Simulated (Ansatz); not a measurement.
Here is an Ansatz input file for C₂H₆S₂Si, SMILES C=C([SiH3])SS. Write the same calculation for the Python package.

```yaml
crystal:
  periodic: [false, false, false]
  atoms:
    - { symbol: C, position_ang: [0.3544, 1.3495, -0.3083] }
    - { symbol: C, position_ang: [0.1906, 0.0526, -0.2944] }
    - { symbol: Si, position_ang: [0.9991, -1.0266, 0.9464] }
    - { symbol: S, position_ang: [-0.6396, -0.779, -1.5219] }
    - { symbol: S, position_ang: [-2.613, -0.4548, -0.8336] }
    - { symbol: H, position_ang: [0.8853, 1.9551, 0.4193] }
    - { symbol: H, position_ang: [-0.148, 1.9968, -1.0839] }
    - { symbol: H, position_ang: [2.0113, -1.9526, 0.2923] }
    - { symbol: H, position_ang: [0.0404, -1.7832, 1.7903] }
    - { symbol: H, position_ang: [1.8167, -0.1861, 1.9293] }
    - { symbol: H, position_ang: [-2.8319, 0.7713, -1.315] }
basis:
  gaussian:
    orbitals: "6-31G*"
correlation:
  method: mp2
output:
  orbitals: {}
```

`energy_c2h6s2si.py`
```python
"""Single point of C2H6S2Si in a Gaussian basis."""

from pathlib import Path

import ansatz as az


def main() -> None:
    geometry = (
        az.Crystal.molecule()
        .atom("C", (0.3544, 1.3495, -0.3083))
        .atom("C", (0.1906, 0.0526, -0.2944))
        .atom("Si", (0.9991, -1.0266, 0.9464))
        .atom("S", (-0.6396, -0.779, -1.5219))
        .atom("S", (-2.613, -0.4548, -0.8336))
        .atom("H", (0.8853, 1.9551, 0.4193))
        .atom("H", (-0.148, 1.9968, -1.0839))
        .atom("H", (2.0113, -1.9526, 0.2923))
        .atom("H", (0.0404, -1.7832, 1.7903))
        .atom("H", (1.8167, -0.1861, 1.9293))
        .atom("H", (-2.8319, 0.7713, -1.315))
    )

    job = (
        geometry.calculation()
        .basis(gaussian="6-31G*")
        .correlation("mp2")
        .orbitals()
    )
    outcome = job.run(threads=1, runs_dir="out")
    summary = outcome.report

    print("reference energy %16.6f eV" % summary["reference_energy_ev"])
    print("total energy     %16.6f eV" % summary["free_energy_ev"])
    print("occupied orbitals outside the frozen core (up, down):", summary["n_occupied"], " frozen:", summary["n_frozen"], " virtual:", summary["n_virtual"])

    parts = summary["correlation"]
    for name in ("random_phase", "coupled_cluster", "perturbative"):
        if name in parts:
            print(f"{name:16s} {parts[name]['energy']['hartree']:12.7f} Ha")
    if "second_order" in parts:
        pair = parts["second_order"]
        print(f"MP2 same spin {pair['same_spin']['hartree']:.7f} Ha, opposite spin {pair['opposite_spin']['hartree']:.7f} Ha")

    lines = Path(summary["orbitals_path"]).read_text().splitlines()
    field_of = lambda key: [line.split("=")[1].strip() for line in lines if line.startswith(key)]
    orbitals = [(27.211386 * float(e), s, float(n)) for e, s, n in zip(field_of("Ene="), field_of("Spin="), field_of("Occup="))]
    homo = max(e for e, _, n in orbitals if n > 0.5)
    lumo = min(e for e, _, n in orbitals if n < 0.5)
    print(f"HOMO {homo:.3f} eV, LUMO {lumo:.3f} eV, gap {lumo - homo:.3f} eV")


if __name__ == "__main__":
    main()
```

Running `python energy_c2h6s2si.py` prints:
```text
reference energy    -31649.929853 eV
total energy        -31665.563007 eV
occupied orbitals outside the frozen core (up, down): [15, 15]  frozen: 17  virtual: [67, 67]
MP2 same spin -0.1368813 Ha, opposite spin -0.4376265 Ha
HOMO -9.827 eV, LUMO 1.965 eV, gap 11.792 eV
```

What to keep in mind:
- Total energies depend on the basis set; only differences at equal settings carry meaning.
- The geometry is a force-field or estimated start, not a minimum of this method, and the basis set is short of its limit.
- Levels such as HOMO and LUMO are orbital energies: in Hartree-Fock the gap is too wide and the LUMO hangs on the basis.
- Wall time of the script: 2.9 s on 1 thread of Arm Neoverse V1 (shared host), peak memory 0.24 GiB.

(Lines on the test bed's own set-up are left out of the output.)
